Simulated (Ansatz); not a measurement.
# Si: the cost of one run

Program: Ansatz 0.2.0. Level of theory: DFT r2SCAN, scalar-relativistic, plane waves, PAW. These are calculated values, not measurements.

### Step 1. The starting structure

Symmetry: I4/mmm, No. 139, tetragonal system. The conventional cell has a = 3.254 Å, b = 3.254 Å, c = 2.641 Å, α = 90.00°, β = 90.00°, γ = 90.00°. Si (site symmetry 4/mmm) is surrounded by 10 Si at 2.64 to 2.65 Å.

As a file:

```
Si
1.0
    -1.62691    1.62691    1.32033
     1.62691   -1.62691    1.32033
     1.62691    1.62691   -1.32033
Si
1
Direct
  0.00000 0.00000 0.00000
```

It goes back to an entry of the Materials Project, which need not be the stable form.

The cell is taken as given, not relaxed at this level.

### Step 2. Zero of energy

The reference gives a free energy of -638.3985 eV, pressure -0.10 GPa, largest force 0.000 eV/Å and gap on the mesh none (metal). It was computed beforehand with the settings of the runs below.

### Step 3. Setting up a strain scan

The cell is strained by ε times the Voigt pattern (0, 0, 0, 0, 0, 1) (xx, yy, zz, yz, xz, xy; engineering shear), with fractional coordinates fixed (clamped ions). The stress on the pattern is the sum of the stress components weighted by it, tension positive.

### Step 4. At ε = -0.1500

input.yaml

```yaml
crystal:
  lattice:
    - [-1.7489335498, 1.7489335498, 1.32032985]
    - [1.7489335498, -1.7489335498, 1.32032985]
    - [1.5048963103, 1.5048963103, -1.32032985]
  atoms:
    - { symbol: Si, position: [0.0, 0.0, 0.0] }
basis:
  ecutwfc: 500
kpoints:
  mp_grid: { grid: [22, 22, 22] }
hamiltonian:
  xc: r2scan
scf:
  occupations: { method: gaussian, width: 0.15 }
output:
  forces: true
  stress: true
  eigenvalues: true
```

On the command line:

```bash
ansatz run input.yaml --threads 1 --pin off --max-ram 2560MiB --backend cpu --events-out ev --progress --plain --runs-dir out
```

**Question.** How long does this run take on 1 thread of Intel Xeon 6975P-C (Granite Rapids), shared host, and how much memory does it need?

About 8.3 s, with a peak of 0.58 GiB.
